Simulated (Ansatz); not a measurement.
# BaTiO3: the cost of one run

Computed with Ansatz 0.2.0 (DFT PBE, scalar-relativistic, plane waves, PAW, unless a step's input says otherwise).

The COD entry's cell or inner coordinates are ideal or old and differ from later refinements, so a difference from it is no clean test against experiment.

### 1 The starting structure

The structure is tetragonal, space group P4mm (No. 99). Conventional cell: a = 4.000 Å, b = 4.000 Å, c = 4.018 Å, α = 90.00°, β = 90.00°, γ = 90.00°. Ba (site symmetry 4mm) has 12 O at 2.79 to 2.88 Å as nearest neighbours. Ti (site symmetry 4mm) is surrounded by 6 O at 1.89 to 2.13 Å. Around O (site symmetry 4mm) lie 2 Ti at 1.89 to 2.13 Å. O (site symmetry 2mm) is surrounded by 2 Ti at 2.00 Å and 4 Ba at 2.79 to 2.88 Å.

Coordinates:

```
CELL_PARAMETERS angstrom
7.99960 0.00000 0.00000
0.00000 7.99960 0.00000
0.00000 0.00000 8.03600
ATOMIC_POSITIONS crystal
Ba 0.00000 0.00000 0.00000
Ba 0.00000 0.00000 0.50000
Ba 0.00000 0.50000 0.00000
Ba 0.00000 0.50000 0.50000
Ba 0.50000 0.00000 0.00000
Ba 0.50000 0.00000 0.50000
Ba 0.50000 0.50000 0.00000
Ba 0.50000 0.50000 0.50000
Ti 0.25000 0.25000 0.24500
Ti 0.25000 0.25000 0.74500
Ti 0.25000 0.75000 0.24500
Ti 0.25000 0.75000 0.74500
Ti 0.75000 0.25000 0.24500
Ti 0.75000 0.25000 0.74500
Ti 0.75000 0.75000 0.24500
Ti 0.75000 0.75000 0.74500
O 0.25000 0.25000 0.00950
O 0.25000 0.25000 0.50950
O 0.25000 0.75000 0.00950
O 0.25000 0.75000 0.50950
O 0.75000 0.25000 0.00950
O 0.75000 0.25000 0.50950
O 0.75000 0.75000 0.00950
O 0.75000 0.75000 0.50950
O 0.25000 0.00000 0.25850
O 0.25000 0.00000 0.75850
O 0.25000 0.50000 0.25850
O 0.25000 0.50000 0.75850
O 0.75000 0.00000 0.25850
O 0.75000 0.00000 0.75850
O 0.75000 0.50000 0.25850
O 0.75000 0.50000 0.75850
O 0.00000 0.25000 0.25850
O 0.00000 0.25000 0.75850
O 0.00000 0.75000 0.25850
O 0.00000 0.75000 0.75850
O 0.50000 0.25000 0.25850
O 0.50000 0.25000 0.75850
O 0.50000 0.75000 0.25850
O 0.50000 0.75000 0.75850
```

The runs take a perfect supercell of 40 atoms; the defect goes to fractional position (0.750, 0.500, 0.500).

### 2 The perfect supercell

File input.yaml:

```yaml
crystal:
  lattice:
    - [7.9996, 0.0, 0.0]
    - [0.0, 7.9996, 0.0]
    - [0.0, 0.0, 8.036]
  atoms:
    - { symbol: Ba, position: [0.0, 0.0, 0.0] }
    - { symbol: Ba, position: [0.0, 0.0, 0.5] }
    - { symbol: Ba, position: [0.0, 0.5, 0.0] }
    - { symbol: Ba, position: [0.0, 0.5, 0.5] }
    - { symbol: Ba, position: [0.5, 0.0, 0.0] }
    - { symbol: Ba, position: [0.5, 0.0, 0.5] }
    - { symbol: Ba, position: [0.5, 0.5, 0.0] }
    - { symbol: Ba, position: [0.5, 0.5, 0.5] }
    - { symbol: Ti, position: [0.25, 0.25, 0.245] }
    - { symbol: Ti, position: [0.25, 0.25, 0.745] }
    - { symbol: Ti, position: [0.25, 0.75, 0.245] }
    - { symbol: Ti, position: [0.25, 0.75, 0.745] }
    - { symbol: Ti, position: [0.75, 0.25, 0.245] }
    - { symbol: Ti, position: [0.75, 0.25, 0.745] }
    - { symbol: Ti, position: [0.75, 0.75, 0.245] }
    - { symbol: Ti, position: [0.75, 0.75, 0.745] }
    - { symbol: O, position: [0.25, 0.25, 0.0095] }
    - { symbol: O, position: [0.25, 0.25, 0.5095] }
    - { symbol: O, position: [0.25, 0.75, 0.0095] }
    - { symbol: O, position: [0.25, 0.75, 0.5095] }
    - { symbol: O, position: [0.75, 0.25, 0.0095] }
    - { symbol: O, position: [0.75, 0.25, 0.5095] }
    - { symbol: O, position: [0.75, 0.75, 0.0095] }
    - { symbol: O, position: [0.75, 0.75, 0.5095] }
    - { symbol: O, position: [0.25, 0.0, 0.2585] }
    - { symbol: O, position: [0.25, 0.0, 0.7585] }
    - { symbol: O, position: [0.25, 0.5, 0.2585] }
    - { symbol: O, position: [0.25, 0.5, 0.7585] }
    - { symbol: O, position: [0.75, 0.0, 0.2585] }
    - { symbol: O, position: [0.75, 0.0, 0.7585] }
    - { symbol: O, position: [0.75, 0.5, 0.2585] }
    - { symbol: O, position: [0.75, 0.5, 0.7585] }
    - { symbol: O, position: [0.0, 0.25, 0.2585] }
    - { symbol: O, position: [0.0, 0.25, 0.7585] }
    - { symbol: O, position: [0.0, 0.75, 0.2585] }
    - { symbol: O, position: [0.0, 0.75, 0.7585] }
    - { symbol: O, position: [0.5, 0.25, 0.2585] }
    - { symbol: O, position: [0.5, 0.25, 0.7585] }
    - { symbol: O, position: [0.5, 0.75, 0.2585] }
    - { symbol: O, position: [0.5, 0.75, 0.7585] }
basis:
  ecutwfc: 420
  fft_grid_basis: typed
kpoints:
  mp_grid: { grid: [2, 2, 2] }
hamiltonian:
  xc: pbe
  pseudopotentials: { kind: paw }
scf:
  occupations: { method: gaussian, width: 0.05 }
output:
  forces: true
  stress: false
  eigenvalues: true
  bader: false
  write_density: true
  volumetric_format: npy
```

Launch:

```sh
> ansatz run input.yaml --threads 4 --pin off --max-ram 10240MiB --backend cpu --events-out ev --progress --plain --runs-dir out
```

**Question.** How long does this run take on 4 threads of Arm Neoverse V2, shared host, and how much memory does it need?

About 10 s, with a peak of 2.5 GiB.
